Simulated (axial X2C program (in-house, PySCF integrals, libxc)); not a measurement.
**WGe: bond curves with and without spin–orbit coupling**

Aim: find the lowest determinant of WGe, scan the bond at several levels and fit the constants, once spin-free and once with spin–orbit coupling.

Program: an in-house X2C program for linear molecules on PySCF integrals. Level of theory: all-electron X2C, W dyall-cv3z, Ge dyall-cv3z. These are calculated values, not measurements.

**1. Input**

Input file task.json:

```json
{"zs": [74, 32], "q": 0, "bas": ["dyall-cv3z", "dyall-cv3z"], "levels": ["PBE0", "HF", "PBE"], "cc": true, "r0": 2.58, "thr": -1.0, "nmax": 90, "npts": 10, "nst": 2, "ntry": 6}
```

Keys: zs atomic numbers; q charge; bas basis sets; levels methods (HF also brings MP2); cc coupled cluster on or off; r0 starting distance in Å; thr threshold in hartree for freezing inner shells (an s shell follows its p shell); nmax most natural virtual spinors; npts points asked for on the curve; nst determinants followed; ntry starts of the search.

Started as:

```
python so2c.py task.json out
```

Spin-free means the one-electron spin-free X2C Hamiltonian; two-component (2c) means X2C with spin–orbit coupling and atomic mean-field two-electron Coulomb and Gaunt terms. Basis: W dyall-cv3z contracted to [13s14p9d7f4g], Ge dyall-cv3z contracted to [9s9p7d4f1g]; Gaussian nuclei, density fitting. Masses: W 183.951 u, Ge 73.921 u.

Notation: σ, π±, δ± give the projection m of an orbital's angular momentum (0, ±1, ±2), α and β its spin, Λ and M_S the sums; ω is the projection of a spinor's total angular momentum and Ω the sum. Logs are in hartree.

The results follow Hamiltonian by Hamiltonian and level by level.

**2. Search for the lowest determinant**

PBE0 moves the distance from 2.580 Å to 2.400 Å and compares determinants there.

Spin-free determinants:

| ΔE (eV) | state | open shells |
| --- | --- | --- |
| 0.00 | M_S = 2, Λ = 1 | beyond closed shells: σα, π+α, π+β, π-α, δ+α, δ-α |
| 0.58 | M_S = 2, Λ = 0 | beyond closed shells: 2 × σα, δ+α, δ-α |
| 0.58 | M_S = 1, Λ = 1 | beyond closed shells: σα, π+α, π+β, π-β, δ+α, δ-α |
| 0.59 | M_S = 1, Λ = 2 | beyond closed shells: σα, δ+α |
| 0.61 | M_S = 1, Λ = 0 | beyond closed shells: δ+α, δ-α |
| 0.73 | M_S = 3, Λ = 1 | beyond closed shells: σα, 2 × π+α, π-α, δ+α, δ-α |
| 1.01 | M_S = 2, Λ = 0 | beyond closed shells: π+α, π-α, δ+α, δ-α |

Two-component determinants:

| ΔE (eV) | state | open shells |
| --- | --- | --- |
| 0.00 | Ω = 3 | excess of +ω over −ω: ω = 1/2, ω = 5/2 |
| 0.16 | Ω = 1 | excess of +ω over −ω: ω = -3/2, ω = 5/2 |
| 0.38 | Ω = 1 | excess of +ω over −ω: ω = -1/2, ω = 3/2 |
| 0.56 | Ω = 0 | excess of +ω over −ω: ω = -1/2, 2 × ω = 3/2, ω = -5/2 |
| 0.65 | Ω = 2 | excess of +ω over −ω: ω = -1/2, ω = 5/2 |
| 0.67 | Ω = 2 | excess of +ω over −ω: 2 × ω = 1/2, ω = -3/2, ω = 5/2 |
| 0.92 | Ω = 4 | excess of +ω over −ω: ω = 3/2, ω = 5/2 |

**3. PBE0, spin-free**

State followed: M_S = 2, Λ = 1 (beyond closed shells: σα, π+α, π+β, π-α, δ+α, δ-α). The scan is laid around 2.400 Å, a first estimate of the minimum, and this SCF restarts from the orbitals of the search.

Output at 2.400 Å:

```text
spin-free X2C-1e  PBE0
basis functions 293  fitting functions 1507  grid points 5800
iter        total energy     max residual
   1     -18242.102551669     1.05e-05
   2     -18242.102551667     3.27e-05
   3     -18242.102551686     5.05e-06
   4     -18242.102551688     4.56e-06
   5     -18242.102551692     1.90e-06
   6     -18242.102551693     1.10e-06
converged
one-electron -26120.94232767  Coulomb 7765.28607496  exact exchange -100.49028813  xc functional -308.07752562  nuclear repulsion 522.12151477
```

Along the bond, energies from the lowest point:

```csv
R (Å),E (eV),μ (D),HOMO (eV),LUMO (eV),iterations
2.088,0.9088,-2.31,-5.58,-3.61,16
2.184,0.3572,-2.35,-5.36,-3.45,16
2.256,0.1334,-2.36,-5.23,-3.36,15
2.328,0.0251,-2.34,-5.13,-3.29,15
2.400,0.0000,-2.29,-5.06,-3.25,6
2.484,0.0436,-2.21,-5.01,-3.21,16
2.568,0.1396,-2.09,-4.99,-3.19,15
2.676,0.3094,-1.91,-4.99,-3.18,15
2.808,0.5528,-1.66,-5.02,-3.19,16
3.000,0.9228,-1.26,-5.09,-3.23,16
```

Dipoles are positive if Ge is the positive end.

Outer orbitals at the reference distance:

| symmetry | occupied | ε (eV) | atomic character |
| --- | --- | --- | --- |
| δ+β | yes | -32.09 | 100% Ge d |
| δ-β | yes | -32.06 | 100% Ge d |
| δ-α | yes | -32.05 | 100% Ge d |
| δ+α | yes | -32.05 | 100% Ge d |
| π+β | yes | -31.95 | 100% Ge d |
| π-β | yes | -31.94 | 100% Ge d |
| π-α | yes | -31.92 | 100% Ge d |
| π+α | yes | -31.92 | 100% Ge d |
| σβ | yes | -31.92 | 100% Ge d |
| σα | yes | -31.90 | 100% Ge d |
| σβ | yes | -12.90 | 66% Ge s, 11% W p, 11% W d |
| σα | yes | -12.75 | 62% Ge s, 13% W d, 12% W s |
| σα | yes | -6.58 | 56% W s, 28% Ge p, 5% W p |
| π-α | yes | -6.24 | 77% W d, 18% Ge p, 2% Ge d |
| π+α | yes | -6.24 | 77% W d, 18% Ge p, 2% Ge d |
| σα | yes | -6.16 | 68% W d, 20% Ge p, 6% Ge s |
| δ-α | yes | -5.96 | 99% W d |
| δ+α | yes | -5.96 | 99% W d |
| σβ | yes | -5.76 | 61% Ge p, 20% W s, 11% W d |
| π+β | yes | -5.06 | 60% Ge p, 28% W d, 6% W p |
| π-β | no | -3.25 | 59% Ge p, 28% W d, 7% W p |
| π+α | no | -2.23 | 42% W p, 39% Ge p, 16% W d |
| π-α | no | -2.23 | 42% W p, 39% Ge p, 16% W d |
| σβ | no | -2.04 | 55% W s, 22% W d, 12% W p |

PBE0 fields in the half plane through the axis: z from -2.4 to 4.8 Å across, distance from the axis 0.15 to 2.25 Å upwards; W lies at z = 0 and Ge at z = 2.400 Å; the ELF is damped to zero where the density is low.

log10 density (e/bohr³). Ten even steps from '0' (-4.18 ) to '9' (1.80 ):
```
0011112222222222221111000
0111222233222222222221100
0112233333333333333222110
1122333444433333433332211
1223344555444444444433221
1223445666544455554443221
1233456777655556765443321
1233456898655568986543321
```

ELF. Ten even steps from '0' (0.00 ) to '9' (0.92 ):
```
0000122222221111111110000
0001233343333322233332100
0012334444444444456665310
0122334444445655567887530
0122233444346654457898752
1222224665336631124899873
1222236535535514642699985
1232356525545328282499985
```

Re = 2.391 Å, ωe = 246.4 cm⁻¹, ωexe = 0.784 cm⁻¹, Be = 0.05594 cm⁻¹, De = 2.46 eV, μ = -2.30 D.

**4. HF, spin-free**

The SCF at the reference distance of 2.400 Å:

```text
spin-free X2C-1e  HF
basis functions 293  fitting functions 1507  grid points 5800
iter        total energy     max residual
   1     -18235.495890475     9.68e-01
   2     -18235.559091123     2.00e-02
   3     -18235.565472985     2.40e-02
   4     -18235.569524819     5.30e-03
   5     -18235.572108437     3.06e-03
   6     -18235.573753903     2.10e-03
   7     -18235.574963707     9.77e-04
   8     -18235.575220416     5.83e-04
   9     -18235.575301279     4.20e-04
  10     -18235.575328336     2.21e-04
  11     -18235.575338896     1.22e-04
  12     -18235.575343132     1.10e-04
  13     -18235.575346232     9.10e-05
  14     -18235.575348809     6.95e-05
  15     -18235.575350213     3.70e-05
  16     -18235.575350547     1.59e-05
  17     -18235.575350594     5.44e-06
  18     -18235.575350597     3.01e-06
  19     -18235.575350598     6.45e-07
converged
one-electron -26125.27649493  Coulomb 7769.96681426  exact exchange -402.38718470  xc functional 0.00000000  nuclear repulsion 522.12151477
```

No constants are quoted: too few points lie around the minimum for a second fit to confirm the first.

**5. PBE, spin-free**

The SCF at the reference distance of 2.400 Å:

```text
spin-free X2C-1e  PBE
basis functions 293  fitting functions 1507  grid points 5800
iter        total energy     max residual
   1     -18242.328751510     3.23e-01
   2     -18242.335492238     1.53e-02
   3     -18242.325299403     3.56e-02
   4     -18242.330730738     1.47e-02
   5     -18242.337966179     4.36e-03
   6     -18242.338585765     8.90e-04
   7     -18242.338612283     2.19e-04
   8     -18242.338625194     1.60e-04
   9     -18242.338626905     5.22e-05
  10     -18242.338627032     2.23e-05
  11     -18242.338627049     9.33e-06
  12     -18242.338627054     2.17e-06
  13     -18242.338627055     7.31e-07
converged
one-electron -26118.30863029  Coulomb 7762.53625149  exact exchange 0.00000000  xc functional -408.68776303  nuclear repulsion 522.12151477
```

Re = 2.386 Å, ωe = 264.9 cm⁻¹, ωexe = 0.785 cm⁻¹, Be = 0.05617 cm⁻¹, De = 3.04 eV, μ = -1.74 D.

**6. Correlated methods, spin-free**

Correlated methods: 10 electrons correlated (frozen shells, counted by type: W 5 s, 4 p, 2 d, 1 f; Ge 3 s, 2 p, 1 d), 352 virtual spinors in MP2, 90 natural virtuals in coupled cluster.

Output of the correlated part at 2.400 Å:

```text
correlated 10  virtual 352  natural virtual 90  E(MP2) -0.186236556  MP2 remainder -0.007734946
iter   CCSD correlation   residual
   1     -0.191506207   1.45e-01
   2     -0.199565157   8.26e-02
   3     -0.204526472   5.17e-02
   4     -0.207159207   3.06e-02
   5     -0.208277445   1.37e-02
   6     -0.208528158   5.93e-03
   7     -0.208601537   2.66e-03
   8     -0.208619980   1.24e-03
   9     -0.208615803   5.75e-04
  10     -0.208623065   2.68e-04
  11     -0.208619990   1.16e-04
  12     -0.208621667   4.87e-05
  13     -0.208621338   2.12e-05
  14     -0.208621652   1.04e-05
  15     -0.208621837   4.63e-06
  16     -0.208621918   2.27e-06
  17     -0.208621957   1.11e-06
  18     -0.208621960   5.81e-07
(T) -0.013262355  T1 0.0950  D1 0.1752  max T2 0.088
```

T1 in the output is the amplitude norm over the root of the electron number; divide by √2 for the Lee–Taylor value.

MP2: No constants are quoted: the reference is strongly spin-contaminated.

CCSD: Re = 2.431 Å, ωe = 231.5 cm⁻¹, ωexe = 0.69 cm⁻¹, Be = 0.05411 cm⁻¹, De = 2.02 eV. T1 at Re = 0.066 (Lee–Taylor, the printed value over √2).

CCSD(T): Re = 2.414 Å, ωe = 243.1 cm⁻¹, ωexe = 0.711 cm⁻¹, Be = 0.05484 cm⁻¹, De = 2.26 eV. T1 at Re = 0.067 (Lee–Taylor, the printed value over √2).

**7. A higher determinant, spin-free**

State: M_S = 2, Λ = 0 (beyond closed shells: 2 × σα, δ+α, δ-α).

Output at the reference distance:

```text
spin-free X2C-1e  PBE0
basis functions 293  fitting functions 1507  grid points 5800
iter        total energy     max residual
   1     -18242.081145467     1.21e-05
   2     -18242.081145477     1.40e-05
   3     -18242.081145486     7.73e-06
   4     -18242.081145488     3.02e-06
   5     -18242.081145491     1.30e-06
   6     -18242.081145491     7.82e-07
converged
one-electron -26121.02067336  Coulomb 7765.42494725  exact exchange -100.50589746  xc functional -308.10103670  nuclear repulsion 522.12151477
```

```csv
R (Å),E above the lowest PBE0 point (eV)
2.088,0.934
2.184,0.624
2.256,0.537
2.328,0.532
2.400,0.582
2.484,0.685
2.568,0.815
2.676,0.998
2.808,1.224
```

Re = 2.296 Å, ωe = 255.1 cm⁻¹, ωexe = 1.08 cm⁻¹, Be = 0.06065 cm⁻¹, μ = -2.27 D. ⟨S²⟩ = 6.71 against 6.00 for a pure state, so this determinant mixes spins. Te = 0.53 eV.

**8. The spin-free curves together**

Energy (eV) of the followed determinant, spin-free, from each level's lowest point:

```csv
R (Å),PBE0,HF,MP2 (spin-contaminated),CCSD,CCSD(T),PBE
2.088,0.909,1.878,0.938,n/a,n/a,0.954
2.184,0.357,1.114,0.394,0.472,0.443,0.376
2.256,0.133,0.723,0.164,0.206,0.185,0.138
2.328,0.025,0.445,0.043,0.059,0.048,0.023
2.400,0.000,0.253,0.000,0.000,0.000,0.000
2.484,0.044,0.111,0.017,0.008,0.024,0.055
2.568,0.140,0.034,0.085,0.074,0.106,0.171
2.676,0.309,0.000,0.220,0.213,0.266,0.372
2.808,0.553,0.020,0.427,n/a,n/a,0.655
3.000,0.923,0.099,0.744,n/a,n/a,1.079
```

(Part 1 of 2 ends here.)
